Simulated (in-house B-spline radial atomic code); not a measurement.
**Hg²⁺: density, ELF and screening along the radius**

Aim: the shell structure of Hg²⁺ in the radial density, the electron localisation function and the screened nuclear charge, under several settings.

Program: in-house B-spline radial atomic code version 1. Level of theory: several methods, spin-polarised, as named in each step; spherical all-electron atom at the radial basis limit. These are calculated values, not measurements, unless marked.

### 1 The system

- element: mercury (Z = 80)
- charge: +2
- electrons: 78
- configuration: [Xe] 4f14 5d10
- nucleus: point (non-relativistic runs) or finite (X2C runs)

Outer shells as boxes (Hund's rule):

[Xe] 4f14 5d10
```
[Xe] core
4f [↑↓][↑↓][↑↓][↑↓][↑↓][↑↓][↑↓]
5d [↑↓][↑↓][↑↓][↑↓][↑↓]
```

Where spins are not typed, each open shell is filled with up spins first.

### 2 PBEsol, non-rel.

Settings, as recorded:

```ini
Z = 80
electrons = 78.0
configuration = [Xe] 4f14 5d10
hamiltonian = nr
method = pbesol
spin_polarised = True
```

Run with:

```console
> python run_scf.py task.json out
```

One command runs all members of the session, one after another, from task.json.

### 3 LDA (VWN5), X2C

Settings, as recorded:

```ini
Z = 80
electrons = 78.0
configuration = [Xe] 4f14 5d10
hamiltonian = x2c
method = lda,vwn
spin_polarised = True
nucleus = fermi
rms_radius = 5.4648
mass_number = 202
atomic_mass = 201.970643604
speed_of_light = 137.035999084
```

### 4 PBE, X2C

Changes to the settings of step 3:

```diff
@@ -4,3 +4,3 @@
 hamiltonian = x2c
-method = lda,vwn
+method = pbe,pbe
 spin_polarised = True
```

### 5 Hartree-Fock, X2C

Changes to the settings of step 4:

```diff
@@ -4,3 +4,3 @@
 hamiltonian = x2c
-method = pbe,pbe
+method = hf
 spin_polarised = True
```

### 6 B97-1, X2C

Changes to the settings of step 5:

```diff
@@ -4,3 +4,3 @@
 hamiltonian = x2c
-method = hf
+method = b97_1
 spin_polarised = True
```

Before running: How large is the system in each run, where do the shell borders lie, and what is the highest level?

**Answer**, as computed:

| run | total energy (hartree) | highest level (eV) | radius holding 50 / 90 / 99 % (bohr) | radius at n = 0.001 (bohr) | ELF minima on the full grid (bohr) |
| --- | --- | --- | --- | --- | --- |
| PBEsol, non-rel. | -18407.4064 | -29.610 | 0.372 / 1.26 / 2.31 | 3.40 | 0.026, 0.091, 0.26, 0.75 |
| LDA (VWN5), X2C | -19613.0194 | -29.043 | 0.366 / 1.24 / 2.35 | 3.45 | 0.026, 0.092, 0.26, 0.76 |
| PBE, X2C | -19624.9820 | -28.744 | 0.366 / 1.24 / 2.35 | 3.46 | 0.026, 0.092, 0.26, 0.76 |
| Hartree-Fock, X2C | -19619.2000 | -35.225 | 0.366 / 1.24 / 2.31 | 3.40 | 0.026, 0.091, 0.26, 0.75 |
| B97-1, X2C | -19624.8261 | -30.269 | 0.366 / 1.24 / 2.33 | 3.44 | 0.026, 0.092, 0.26, 0.75 |

In the first run ELF has 4 minima on the grid, which mark the borders between shells. On the record's full grid the screened charge (r times the electrostatic potential) falls from 79.9 near the nucleus to 2.00 at 5.0 bohr; far out it tends to the net charge, 2. The grid is coarse (about 23 % a step), so the places of minima are rough. For X2C runs ELF uses the non-relativistic kinetic energy density, and the fields carry no picture-change correction.
